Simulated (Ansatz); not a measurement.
# SiGeCl+ (triplet): from Hartree-Fock to the top rungs, cc-pVDZ

The task here is to estimate one member of a computed series from the others.

Program: Ansatz 0.2.0, Gaussian basis. Level of theory: cc-pVDZ, core rule «outside noble gas», up to 24 orbitals frozen. These are calculated values, not measurements.

Plan: UHF; CCSD(T) on ROHF; CCSD(T) on UHF; BCCD(T) on ROHF; CISD; CCSDT(Q) on ROHF; CCSDT(Q) on UHF; CASSCF and NEVPT2, 12 electrons in 11 orbitals.

17 further runs of the same task are left out: 4 that didn't finish, 13 set aside as unsound or not needed.

### The system

The geometry is a PBE0/def2-TZVP stationary point (not a proven minimum) of the parent state, kept for this charge and spin. No spin-orbit coupling is included. The filled d shell of Ge may be among the frozen orbitals whatever the setting's name suggests; the logs give the count.

3 atoms, charge 1, spin multiplicity 3.

Atoms are counted from 1 here; the program's logs count them from 0.

Bond lengths: Cl1–Ge2 2.423 Å, Cl1–Si3 2.265 Å, Ge2–Si3 2.365 Å. Angles: Ge2–Cl1–Si3 60.5°, Cl1–Ge2–Si3 56.5°, Cl1–Si3–Ge2 63.0°.

The first run:

File in.yaml:

```yaml
crystal:
  periodic: [false, false, false]
  atoms:
    - {symbol: Cl, position_ang: [0.000000, 0.885306, 1.303423]}
    - {symbol: Ge, position_ang: [0.000000, 0.087359, -0.983890]}
    - {symbol: Si, position_ang: [0.000000, -1.343486, 0.899379]}
basis:
  gaussian: {orbitals: cc-pVDZ}
total_charge: 1
magnetization: {spin_polarized: true, initial_magnetization: 2}
hamiltonian: {xc: hf}
output: {orbitals: {seedname: orbitals}}
```

Launch:

```bash
$ ansatz run in.yaml --threads 1 --pin off --events-out ev --progress --plain --max-ram 2393MiB
```

Among the steps run: UHF; CCSD(T) on ROHF; CCSD(T) on UHF; BCCD(T) on ROHF; CISD; CCSDT(Q) on ROHF; CCSDT(Q) on UHF; CASSCF and NEVPT2, 12 electrons in 11 orbitals.

One table of the session follows, with a row left open; its other results are not shown here.

It belongs to the step «Misses and costs». 

| method | from UCCSDT(Q) (kcal/mol) |
| --- | --- |
| ROHF | +198.12 |
| UHF | +193.59 |
| RMP2 | +31.07 |
| UMP2 | +32.75 |
| CISD | +30.52 |
| RCCSD | +9.84 |
| UCCSD | +9.61 |
| RCCSD(T) | +1.92 |
| UCCSD(T) | +1.88 |
| BCCD(T) | +1.89 |
| RCCSDT | +0.81 |
| UCCSDT | +0.71 |
| RCCSDT(Q) | +0.17 |
| UCCSDT(Q) | 0 |
| CASSCF valence | +145.59 |
| NEVPT2 valence | ? |

Q: Estimate the row for NEVPT2 valence from the others.

As computed: from UCCSDT(Q) (kcal/mol): +26.23. In the column «from UCCSDT(Q) (kcal/mol)» it lies between RCCSD (+9.84) and CISD (+30.52).

Caveats from the session: Restricted and unrestricted rows rest on different reference determinants; where their highest levels disagree by more than a few hundredths of an eV, they describe different states and don't form one ladder.
